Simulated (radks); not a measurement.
# Nd³⁸⁺ in [Ne] 3s2 3p5.5 3d4 4s0.5: an all-electron calculation

One table from this session's results is given with a row withheld; the runs are named, their logs left out.

The numbers are computed with radks (a radial shooting solver on a logarithmic mesh, Libxc functionals) version 1 (non-relativistic Kohn-Sham, PBE, spin-polarised, spherical densities, point nucleus; open shells are filled with parallel spins first), except any that are marked as measured or tabulated.

### The atom as given

```
element       : neodymium (Z = 60)
charge        : +38
electrons     : 22
configuration : [Ne] 3s2 3p5.5 3d4 4s0.5
```

The first run:

Settings of this run:

```text
Z 60
configuration [Ne] 3s2 3p5.5 3d4 4s0.5
relativity non-relativistic
functional pbe,pbe
spin polarised
nucleus point
```

One of the session's tables, all rows but one given; the rest of the session is left out.

It belongs to the step «Orbitals and density». Sizes of the orbitals, from the radial functions (bohr):

```
  level      <r>  outermost maximum (interpolated)  90 % within  nodes
  1s up  0.02530                            0.0168       0.0450      0
1s down  0.02530                            0.0168       0.0450      0
  2s up   0.1074                            0.0918        0.165      1
2s down        ?                                 ?            ?      ?
  2p up  0.09117                            0.0716        0.147      0
2p down  0.09103                            0.0715        0.147      0
  3s up   0.2643                             0.248        0.383      2
3s down   0.2650                             0.249        0.384      2
  3p up   0.2521                             0.234        0.373      1
3p down   0.2529                             0.235        0.374      1
  3d up   0.2204                             0.185        0.337      0
3d down   0.2212                             0.185        0.339      0
  4s up   0.5066                             0.506        0.712      3
4s down   0.5071                             0.507        0.712      3
```

Q: Estimate the row for 2s down from the others.

The run gave: <r>: 0.1072; outermost maximum (interpolated): 0.0918; 90 % within: 0.164; nodes: 1. In the column «<r>» it lies between 2p up (0.09117) and 2s up (0.1074).
